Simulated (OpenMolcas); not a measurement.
# CH3FSn (SMILES [CH3][Sn][F]) at CCSD(T)/LANL2DZ (core potential, electric field 0.005 a.u., field axis z)

Aim: the energy change on altering one bond length of CH3FSn at CCSD(T)/LANL2DZ (core potential, electric field 0.005 a.u., field axis z), from 2 runs. 

The results are computed with OpenMolcas 26.06.

8 further runs of the same task are left out: 1 that didn't finish, 7 set aside as unsound or not needed.

### 1 The system as given

The species is CH3FSn (6 atoms), meant as a singlet with charge 0. SMILES: `[CH3][Sn][F]`. The coordinates come from a PBE0-D4/def2-TZVP relaxation.

Bond lengths: C1–Sn2 2.175 Å, Sn2–F3 1.952 Å, C1–H4 1.094 Å, C1–H5 1.094 Å, C1–H6 1.092 Å. Angles: C1–Sn2–F3 92.9°, Sn2–C1–H4 108.9°, Sn2–C1–H5 108.8°, Sn2–C1–H6 113.1°, H4–C1–H5 107.3°, H4–C1–H6 109.3°, H5–C1–H6 109.2°.

### 2 A single-point energy at CCSD(T)/LANL2DZ (core potential, electric field 0.005 a.u., field axis z)

Contents of mol.inp:

```
>>> EXPORT MOLCAS_PRINT=2

&gateway
  coord
  6
  bohr
  C     -0.73661524     0.79595264    -0.53460352
  Sn     0.48584859    -1.17257506     2.86028946
  F      3.06437988    -3.08800146     1.04709725
  H     -1.29427342    -0.60055496    -1.95378784
  H      0.86568354     1.85079777    -1.30750151
  H     -2.30546587     2.09324963    -0.19879919
  basis = LANL2DZ
  group = NoSym

&seward

&ffpt
  dipole
  Z -0.005

&scf
  prorbitals = 1 2

&rasscf
  fileorb = $Project.ScfOrb
  spin = 1
  nactel = 0 0 0
  inactive = 11
  ras2 = 0
  outorbitals = Canonical
  orblisting = NoCore

&motra
  jobiph
  frozen = 2

&ccsdt
  cct
  triples = 2
  iterations = 50
  extrapolation = 5 4
```

Started as:

```bash
$ export MOLCAS_MEM=1860
$ pymolcas mol.inp > mol.log
```

Standard output:

```text
--- Start Module: gateway ---
[...]
--- Stop Module: gateway /rc=_RC_ALL_IS_WELL_ ---
[...]
      Basis functions           32
[...]
       Convergence after  10 Iterations
[...]
::    Total SCF energy                               -142.3422943355
[...]
      Total spin, S                                     0.0000000000
[...]
      Number of active orbitals                  0
[...]
      Spin quantum number                      0.0
[...]
      Active orbitals                            0
[...]
      Number of CSFs                             1
[...]
      Number of root(s) required                 1
[...]
      Convergence after  4 iterations
[...]
      Natural orbitals and occupation numbers for root  1
      ************************************************************************************************************************
      *                                                    Final results                                                     *
      ************************************************************************************************************************
[...]
::    RASSCF root number  1 Total energy:   -142.34229434
[...]
      Total electronic charge=   22.000000
      Total            charge=   -0.000000
[...]
      Dipole Moment (debye):
      Origin of the operator (angstrom)=    0.3606   -0.6406    1.2134
                   X= -2.4843E+00               Y=  1.8494E+00               Z=  2.2306E+00           Total=  3.8168E+00
      Quadrupole Moment (debye*angstrom):
[...]
--- Start Module: motra ---
[...]
      *** WARNING: Default frozen orbitals is overwritten by user input.
      *** Default values:   2
[...]
--- Stop Module: motra /rc=_RC_ALL_IS_WELL_ ---
--- Start Module: ccsdt ---
[...]
      Convergence after                    14  Iterations
      Total energy (diff) :    -142.60903537      -0.00000010
[...]
 METHOD                       : CCSD+T(CCSD)+<T3(1)WT1> = CCSD(T)
[...]
       CCSD     =      -142.6090353727665
[...]
--- Stop Module: ccsdt /rc=_RC_ALL_IS_WELL_ ---
[...]
```

Wall time 3.6 s (1 thread of Arm Neoverse V2, shared host); peak memory 0.37 GiB.

### 3 The distorted shape, same level

Contents of mol.input:

```
&GATEWAY
Coord
6
bohr
C      1.61669849    -1.15002496    -1.03831758
Sn     2.83916232    -3.11855266     2.35657540
F      5.41769362    -5.03397906     0.54338319
H      1.05904031    -2.54653256    -2.45750190
H      3.21899728    -0.09517984    -1.81121556
H     -2.30546587     2.09324963    -0.19879919
Basis = LANL2DZ
Group = NoSym
&SEWARD
&FFPT
Dipole
Z -0.005
&SCF
PrOrbitals = 1 2
&RASSCF
FileOrb = $Project.ScfOrb
Spin = 1
Nactel = 0 0 0
Inactive = 11
Ras2 = 0
OutOrbitals = Canonical
OrbListing = NoCore
&MOTRA
JobIph
Frozen = 2
&CCSDT
CCT
Triples = 2
Iterations = 50
Extrapolation = 5 4
```

Started as:

```bash
$ export MOLCAS_MEM=1860
$ pymolcas mol.input > mol.log
```

Standard output:

```text
--- Start Module: gateway ---
[...]
--- Stop Module: gateway /rc=_RC_ALL_IS_WELL_ ---
[...]
      Basis functions           32
[...]
       Convergence after  15 Iterations
[...]
::    Total SCF energy                               -142.0965463929
[...]
      Total spin, S                                     0.0000000000
[...]
      Number of active orbitals                  0
[...]
      Spin quantum number                      0.0
[...]
      Active orbitals                            0
[...]
      Number of CSFs                             1
[...]
      Number of root(s) required                 1
[...]
      Convergence after  4 iterations
[...]
      Natural orbitals and occupation numbers for root  1
      ************************************************************************************************************************
      *                                                    Final results                                                     *
      ************************************************************************************************************************
[...]
::    RASSCF root number  1 Total energy:   -142.09654639
[...]
      Total electronic charge=   22.000000
      Total            charge=   -0.000000
[...]
      Dipole Moment (debye):
      Origin of the operator (angstrom)=    1.5977   -1.6636    0.9486
                   X= -5.5921E-01               Y=  1.2745E-01               Z=  2.3015E+00           Total=  2.3719E+00
      Quadrupole Moment (debye*angstrom):
[...]
--- Start Module: motra ---
[...]
      *** WARNING: Default frozen orbitals is overwritten by user input.
      *** Default values:   2
[...]
--- Stop Module: motra /rc=_RC_ALL_IS_WELL_ ---
--- Start Module: ccsdt ---
[...]
      Convergence after                    20  Iterations
      Total energy (diff) :    -142.44147215      -0.00000003
[...]
 METHOD                       : CCSD+T(CCSD)+<T3(1)WT1> = CCSD(T)
[...]
       CCSD     =      -142.4414721518575
[...]
--- Stop Module: ccsdt /rc=_RC_ALL_IS_WELL_ ---
[...]
```

It took 4.2 s on 1 thread of Arm Neoverse V2, shared host; peak memory 0.37 GiB.

### 4 Results

At CCSD(T)/LANL2DZ (core potential, electric field 0.005 a.u., field axis z), 2 core orbitals frozen:

| quantity | value |
| --- | --- |
| first shape: total energy | -142.61395 Eh |
| first shape: dipole moment (mean-field density) | 3.82 D |
| first shape: HOMO–LUMO gap (Hartree–Fock orbitals) | 9.14 eV |
| first shape: correlation energy (2 core orbitals frozen) | -271.7 mEh |
| first shape: (T) correction | -4.92 mEh |
| distorted shape: total energy | -142.45852 Eh |
| distorted shape: dipole moment (mean-field density) | 2.37 D |
| distorted shape: HOMO–LUMO gap (Hartree–Fock orbitals) | 7.80 eV |
| distorted shape: correlation energy (2 core orbitals frozen) | -362.0 mEh |
| distorted shape: (T) correction | -17.05 mEh |
| energy change with the C1–H6 bond stretched from 1.092 to 2.730 Å | 4.229 eV |

**Reading.** One bond (distorted shape) is far stretched, which a spin-restricted single reference describes badly; perturbation theory on it can break down and give far too much correlation. With the C1–H6 bond stretched from 1.092 to 2.730 Å the energy rises by 4.23 eV (408 kJ/mol). The first shape isn't relaxed at this level, so the change isn't measured from a minimum. A restricted reference can't describe the breaking bond well at this length. The triples (first shape) make up 1.8 % of the correlation energy. The triples (distorted shape) make up 4.7 % of the correlation energy.
